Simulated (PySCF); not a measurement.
# BClGeH₄O₂: electronic excitations at several levels of theory, part 2 of 2

PySCF 2.14.0. Atoms count from 0. The steps go on from the part before.

## 9. Excited states and response: PBE0/def2-SVP

The job: settings as JSON, then the geometry in Å.

```
{"job": {"kind": "uv", "xc": "PBE0", "basis": "def2-SVP"}, "charge": 0, "multiplicity": 1}
O      1.256777     0.784008     1.157796
B      1.938057     0.405106     0.049726
O      1.507629    -0.492883    -0.871186
Ge     3.800055     1.262064    -0.281838
Cl     5.123821     0.626184     1.335628
H      0.404438     0.351781     1.291165
H      0.645879    -0.890244    -0.697277
H      4.482601     0.790319    -1.578158
H      3.805284     2.802167    -0.240365
```

Method: TDDFT PBE0/def2-SVP, vertical, gas phase, core orbitals frozen in the response.

What it wrote:

```text
coarse grid: 39160 points
cycle   1  E = -2713.7480558480  dE = -1.092e-01  |g| = 9.106e-01  |ddm| = 3.083e+00
cycle   2  E = -2713.6255855283  dE =  1.225e-01  |g| = 1.225e+00  |ddm| = 1.695e+00
cycle   3  E = -2713.8994388209  dE = -2.739e-01  |g| = 6.944e-02  |ddm| = 9.908e-01
cycle   4  E = -2713.9003867487  dE = -9.479e-04  |g| = 2.232e-02  |ddm| = 7.697e-02
cycle   5  E = -2713.9004749614  dE = -8.821e-05  |g| = 6.318e-03  |ddm| = 2.441e-02
cycle   6  E = -2713.9004810127  dE = -6.051e-06  |g| = 1.861e-03  |ddm| = 6.108e-03
final grid: 79896 points
cycle   7  E = -2713.9004438892  dE =  7.671e-07  |g| = 2.796e-03  |ddm| = 3.622e-03
cycle   8  E = -2713.9004415548  dE =  2.334e-06  |g| = 4.505e-03  |ddm| = 5.149e-03
cycle   9  E = -2713.9004453881  dE = -3.833e-06  |g| = 2.706e-04  |ddm| = 3.112e-03
cycle  10  E = -2713.9004454045  dE = -1.636e-08  |g| = 2.380e-05  |ddm| = 2.717e-04
cycle  11  E = -2713.9004454046  dE = -1.128e-10  |g| = 4.218e-06  |ddm| = 2.910e-05
converged SCF energy = -2713.9004454046

Static polarisability (au): isotropic 55.069, principal 46.876 53.189 65.142

Singlet excitations
state   eV       nm        f      main configurations
  1   5.8873    210.6   0.01372   H->L 0.98
  2   6.1575    201.4   0.00210   H-1->L 0.98
  3   7.3477    168.7   0.14866   H->L+1 0.88
  4   7.4603    166.2   0.02776   H-2->L 0.87
  5   7.7167    160.7   0.01009   H-1->L+1 0.69, H->L+2 0.21
  6   7.7789    159.4   0.02119   H->L+2 0.64, H-1->L+1 0.27
  7   7.9744    155.5   0.00988   H-3->L 0.58, H-4->L 0.32
  8   8.1537    152.1   0.02618   H-1->L+2 0.79
  9   8.2914    149.5   0.00313   H-6->L 0.89
 10   8.3558    148.4   0.01691   H->L+3 0.40, H-5->L 0.40, H-4->L 0.12

Triplet excitations (Tamm-Dancoff, eV): 5.1621 5.8134 6.5687 7.0290
```

It took 10 s on 1 thread of Arm Neoverse V1, shared host; peak memory 0.54 GiB.

In short: HOMO -7.74 eV, LUMO -0.50 eV; lowest singlet 5.89 eV.

## 10. TDDFT and polarisability: PBE0/def2-TZVP

Settings changed since step 9:

```diff
@@ -1,2 +1,2 @@
-{"job": {"kind": "uv", "xc": "PBE0", "basis": "def2-SVP"}, "charge": 0, "multiplicity": 1}
+{"job": {"kind": "uv", "xc": "PBE0", "basis": "def2-TZVP"}, "charge": 0, "multiplicity": 1}
 O      1.256777     0.784008     1.157796
```

Level: TDDFT PBE0/def2-TZVP, vertical, gas phase, core orbitals frozen in the response.

What it wrote:

```text
coarse grid: 39160 points
cycle   1  E = -2714.3559279531  dE = -5.431e-02  |g| = 1.092e+00  |ddm| = 2.344e+00
cycle   2  E = -2714.1860184585  dE =  1.699e-01  |g| = 1.507e+00  |ddm| = 1.384e+00
cycle   3  E = -2714.5288375294  dE = -3.428e-01  |g| = 9.661e-02  |ddm| = 8.324e-01
cycle   4  E = -2714.5302457506  dE = -1.408e-03  |g| = 3.859e-02  |ddm| = 6.576e-02
cycle   5  E = -2714.5304156057  dE = -1.699e-04  |g| = 7.206e-03  |ddm| = 1.876e-02
cycle   6  E = -2714.5304232340  dE = -7.628e-06  |g| = 2.096e-03  |ddm| = 6.154e-03
final grid: 79896 points
cycle   7  E = -2714.5303871674  dE =  6.002e-07  |g| = 2.885e-03  |ddm| = 4.172e-03
cycle   8  E = -2714.5303854502  dE =  1.717e-06  |g| = 4.332e-03  |ddm| = 4.403e-03
cycle   9  E = -2714.5303887101  dE = -3.260e-06  |g| = 4.051e-04  |ddm| = 2.435e-03
cycle  10  E = -2714.5303887440  dE = -3.390e-08  |g| = 5.647e-05  |ddm| = 2.837e-04
cycle  11  E = -2714.5303887445  dE = -4.266e-10  |g| = 6.710e-06  |ddm| = 3.424e-05
converged SCF energy = -2714.5303887445

Static polarisability (au): isotropic 63.924, principal 54.923 61.949 74.898

Singlet excitations
state   eV       nm        f      main configurations
  1   5.8602    211.6   0.01665   H->L 0.98
  2   6.1418    201.9   0.00446   H-1->L 0.98
  3   6.9165    179.3   0.13210   H->L+1 0.97
  4   7.3070    169.7   0.00541   H-1->L+1 0.93
  5   7.3901    167.8   0.02509   H-2->L 0.88
  6   7.6137    162.8   0.01061   H->L+2 0.84
  7   7.8759    157.4   0.00636   H-3->L 0.83, H-4->L 0.10
  8   7.9931    155.1   0.02266   H-1->L+2 0.83
  9   8.0989    153.1   0.00165   H->L+3 0.80, H-5->L 0.12
 10   8.2222    150.8   0.01402   H-5->L+1 0.31, H-4->L+1 0.20, H-4->L 0.17

Triplet excitations (Tamm-Dancoff, eV): 5.1157 5.8011 6.4286 6.7355
```

It took 24 s on 1 thread of Arm Neoverse V1, shared host; peak memory 0.78 GiB.

This run: HOMO -7.98 eV, LUMO -0.76 eV; lowest singlet 5.86 eV.

## 11. Excited states and response: PBE0/aug-cc-pVDZ

Settings changed since step 10:

```diff
@@ -1,2 +1,2 @@
-{"job": {"kind": "uv", "xc": "PBE0", "basis": "def2-TZVP"}, "charge": 0, "multiplicity": 1}
+{"job": {"kind": "uv", "xc": "PBE0", "basis": "aug-cc-pVDZ"}, "charge": 0, "multiplicity": 1}
 O      1.256777     0.784008     1.157796
```

With the program's defaults for keys left out, this is: TDDFT PBE0/aug-cc-pVDZ, vertical, gas phase, core orbitals frozen in the response.

What it wrote:

```text
coarse grid: 39160 points
cycle   1  E = -2714.3025840838  dE = -3.810e-02  |g| = 8.420e-01  |ddm| = 6.348e+00
cycle   2  E = -2714.1632367823  dE =  1.393e-01  |g| = 1.201e+00  |ddm| = 2.803e+00
cycle   3  E = -2714.4429189004  dE = -2.797e-01  |g| = 6.625e-02  |ddm| = 1.540e+00
cycle   4  E = -2714.4437506322  dE = -8.317e-04  |g| = 2.105e-02  |ddm| = 1.701e-01
cycle   5  E = -2714.4438580282  dE = -1.074e-04  |g| = 6.307e-03  |ddm| = 6.089e-02
cycle   6  E = -2714.4438691132  dE = -1.108e-05  |g| = 1.555e-03  |ddm| = 1.367e-02
cycle   7  E = -2714.4438695758  dE = -4.626e-07  |g| = 6.229e-04  |ddm| = 2.890e-03
final grid: 79896 points
cycle   8  E = -2714.4438437835  dE =  9.189e-08  |g| = 1.038e-03  |ddm| = 5.978e-03
cycle   9  E = -2714.4438433933  dE =  3.901e-07  |g| = 1.778e-03  |ddm| = 3.168e-03
cycle  10  E = -2714.4438439905  dE = -5.972e-07  |g| = 6.466e-05  |ddm| = 2.004e-03
cycle  11  E = -2714.4438439915  dE = -1.041e-09  |g| = 9.842e-06  |ddm| = 1.167e-04
cycle  12  E = -2714.4438439915  dE = -1.091e-11  |g| = 3.474e-06  |ddm| = 1.830e-05
converged SCF energy = -2714.4438439915

Static polarisability (au): isotropic 69.036, principal 59.945 66.779 80.383

Singlet excitations
state   eV       nm        f      main configurations
  1   5.7715    214.8   0.02034   H->L 0.72, H->L+1 0.27
  2   6.0370    205.4   0.00726   H-1->L 0.72, H-1->L+1 0.26
  3   6.3460    195.4   0.08390   H->L+1 0.72, H->L 0.26
  4   6.7217    184.5   0.00169   H-1->L+1 0.72, H-1->L 0.25
  5   7.2379    171.3   0.02295   H->L+2 0.77, H-2->L 0.08
  6   7.3176    169.4   0.00691   H-2->L 0.64, H-2->L+1 0.20, H->L+2 0.12
  7   7.4508    166.4   0.01080   H->L+3 0.86
  8   7.5673    163.8   0.02440   H-1->L+2 0.82
  9   7.7664    159.6   0.01221   H-4->L 0.27, H-3->L 0.25, H-3->L+1 0.20
 10   7.7807    159.3   0.00481   H-3->L 0.31, H-1->L+3 0.29, H-4->L+1 0.15

Triplet excitations (Tamm-Dancoff, eV): 5.0902 5.7062 6.1386 6.4845
```

It took 20 s on 1 thread of Arm Neoverse V1, shared host; peak memory 0.76 GiB.

This run: HOMO -8.03 eV, LUMO -0.98 eV; lowest singlet 5.77 eV.

## 12. Side by side: electronic excitations

Excitations and ground-state properties, with basis size and wall time:

```tsv
run	lowest singlet (eV)	brightest (eV)	f	gap (eV)	α (Å³)	μ (D)	functions	time
B3LYP/def2-SVPD	5.64	7.64	0.098	6.64	10.36	4.90	163	50 s
PBE0/def2-SVPD	5.79	6.54	0.090	7.12	10.19	4.92	163	45 s
BHandHLYP/def2-SVPD	6.22	7.21	0.112	8.99	9.80	5.00	163	47 s
CAM-B3LYP/def2-SVPD	5.99	6.96	0.107	9.25	10.12	4.99	163	74 s
wB97X-D/def2-SVPD	6.06	7.29	0.112	10.67	10.05	5.01	163	54 s
LC-wPBE/def2-SVPD	6.35	7.76	0.099	11.64	9.81	5.08	163	82 s
PBE0/6-31G*	5.88	7.71	0.086	7.24	7.93	5.39	100	9.9 s
PBE0/def2-SVP	5.89	7.35	0.149	7.24	8.16	5.13	112	10 s
PBE0/def2-TZVP	5.86	6.92	0.132	7.23	9.47	4.91	202	24 s
PBE0/aug-cc-pVDZ	5.77	6.35	0.084	7.06	10.23	4.83	168	20 s
```

## 13. Outcome

What follows sums up all 2 parts.

| quantity | value |
| --- | --- |
| lowest singlet (B3LYP/def2-SVPD) | 5.64 eV (220 nm), f = 0.022 |
| brightest single state of those computed | state 10, 7.64 eV, f = 0.098 |
| lowest triplet | 5.05 eV |
| vertical ionisation energy (ΔSCF) | 10.10 eV |
| range of the lowest singlet | 5.64 to 6.35 eV |

**Reading.** Single values in the summary come from the first run of each kind that ended normally (B3LYP/def2-SVPD), which need not be the best level. The lowest singlet, at 5.64 eV, is HOMO→LUMO 0.90, HOMO→LUMO+1 0.08 and is weak; of the 10 states computed, the strongest absorption comes from state 10 at 7.64 eV (the last computed, so partners may be missing). The lowest triplet lies 0.59 eV below the lowest singlet (triplets in Tamm-Dancoff, singlets in full TDDFT). The orbital energy would give 7.82 eV for ionisation, ΔSCF gives 10.10 eV. The lowest singlet runs from 5.64 eV (B3LYP/def2-SVPD) to 6.35 eV (LC-wPBE/def2-SVPD), while the orbital gap spans 6.64 to 11.64 eV. The lowest state need not be the same one in every run.
